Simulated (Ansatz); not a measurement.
# C₂H₆AsN: one species, many methods

How much do the methods differ for C₂H₆AsN? The plan is to run it at one geometry with functionals of several rungs and with coupled cluster, and see how far each lands from CCSD(T) at the basis-set limit for the atomisation energy.

Computed with Ansatz 0.2.0, Gaussian basis. Level: functionals in def2-TZVPP, the program's frozen cores in correlated methods.

The runs, in order: LDA (SPW92), PBE-D4, revPBE-D4, BLYP-D4, r2SCAN-D4, B97M-V, PBE0-D4, B3LYP-D4, r2SCANh-D4, r2SCAN0-D4, HSE06-D4, BHLYP-D4, CAM-B3LYP-D4, LC-ωPBE, ωB97X-V, ωB97M-V, B2PLYP, PBE-QIDH; CCSD(T)/def2-SVP; CCSD(T)/def2-TZVPP; MP2/def2-QZVPP; extrapolation to the limit; RPA on PBE.

### 1 Structure used throughout

An earlier PBE0-D4 in a triple-zeta def2 set relaxation fixed the geometry.

SMILES `C=N[AsH]C`, 10 atoms, charge 0, spin multiplicity 1.

Atoms are counted from 1 here; the program's logs count them from 0.

Bond lengths: C1–N2 1.258 Å, C1–H5 1.100 Å, C1–H6 1.095 Å, N2–As3 1.867 Å, As3–C4 1.959 Å, As3–H7 1.539 Å, C4–H8 1.090 Å, C4–H9 1.091 Å, C4–H10 1.089 Å. Angles: N2–C1–H5 124.7°, N2–C1–H6 119.2°, H5–C1–H6 116.1°, C1–N2–As3 120.8°, N2–As3–C4 95.7°, N2–As3–H7 98.1°, C4–As3–H7 95.8°, As3–C4–H8 108.1°, As3–C4–H9 108.8°, As3–C4–H10 111.4°, H8–C4–H9 108.9°, H8–C4–H10 109.7°, H9–C4–H10 110.0°.

### 2 LDA

This LDA is Slater exchange with PW92 correlation.

in.yaml reads:

```yaml
crystal:
  periodic: [false, false, false]
  atoms:
    - {symbol: C, position_ang: [-0.740756, 1.911463, -0.129161]}
    - {symbol: N, position_ang: [-1.057656, 0.694030, -0.128438]}
    - {symbol: As, position_ang: [-0.277481, -0.497554, 1.078919]}
    - {symbol: C, position_ang: [0.490833, -1.677057, -0.283204]}
    - {symbol: H, position_ang: [0.035819, 2.357750, 0.509871]}
    - {symbol: H, position_ang: [-1.256180, 2.596642, -0.809994]}
    - {symbol: H, position_ang: [1.017920, 0.287231, 1.352494]}
    - {symbol: H, position_ang: [-0.325929, -2.209900, -0.769727]}
    - {symbol: H, position_ang: [1.143154, -2.401030, 0.207132]}
    - {symbol: H, position_ang: [1.053276, -1.112774, -1.025091]}
basis:
  gaussian: {orbitals: def2-TZVPP}
hamiltonian: {xc: lda}
output: {orbitals: {seedname: orbitals}}
```

Launch:

```bash
> ansatz run in.yaml --threads 4 --pin off --events-out ev --progress --plain --max-ram 10444MiB
```

Further steps of the session: PBE-D4 (GGA); revPBE-D4 (GGA); BLYP-D4 (GGA); r2SCAN-D4 (meta-GGA); B97M-V (meta-GGA); B3LYP-D4 (hybrid); r2SCANh-D4 (hybrid); r2SCAN0-D4 (hybrid); HSE06-D4 (hybrid); BHLYP-D4 (hybrid); CAM-B3LYP-D4 (range-separated); LC-ωPBE (range-separated); ωB97X-V (range-separated); ωB97M-V (range-separated); B2PLYP (double hybrid); PBE-QIDH (double hybrid); CCSD(T) in def2-SVP; CCSD(T) in def2-TZVPP; MP2 in def2-QZVPP; RPA on PBE orbitals.

**Question.** What will the summary of the whole plan be? Wanted: atomisation energy, CCSD(T)/CBS; farthest beyond LDA; mean size of error, GGA; mean size of error, meta-GGA; mean size of error, hybrid; mean size of error, range-separated; mean size of error, double hybrid; gap, smallest and largest; T1 diagnostic.

**Answer**, as computed:

| quantity | value |
| --- | --- |
| atomisation energy, CCSD(T)/CBS | 36.288 eV |
| functionals within 0.363 eV (1.0 %) | revPBE-D4, r2SCAN-D4, B97M-V, PBE0-D4, r2SCANh-D4, HSE06-D4, CAM-B3LYP-D4, LC-ωPBE, ωB97X-V, ωB97M-V, B2PLYP |
| farthest beyond LDA | PBE-D4 (+1.070 eV) |
| mean size of error, GGA | 0.599 eV |
| mean size of error, meta-GGA | 0.144 eV |
| mean size of error, hybrid | 0.428 eV |
| mean size of error, range-separated | 0.276 eV |
| mean size of error, double hybrid | 0.297 eV |
| gap, smallest and largest | 3.89 eV (LDA (SPW92)), 11.28 eV (LC-ωPBE) |
| T1 diagnostic | 0.0122 |
| triples share of the correlation energy | 4.1 % |

What this shows: The LDA atomisation energy is off by 5.687 eV (16 %): it overbinds. PBE-D4 is off by +1.070 eV. Double hybrids carry the basis error of their MP2 part in triple zeta, and no dispersion term here, so their miss is partly the set-up's. The rungs meta-GGA, range-separated, double hybrid miss on average by less than the doubt on the reference (0.363 eV), so they tie. Misses under about 0.363 eV are within the doubt on the reference itself, which lacks core-valence correlation, relativity and higher excitations, and its outer-core shells are covered unevenly. Hartree-Fock recovers 69 % of the binding; the rest is correlation. CCSD(T) in def2-SVP is off by -2.342 eV, more than most functionals: a good method in a small basis is no reference. Orbital gaps span 3.9 to 11.3 eV; exact exchange widens them. Correlated methods include outer-core shells of As, which these sets cover unevenly.
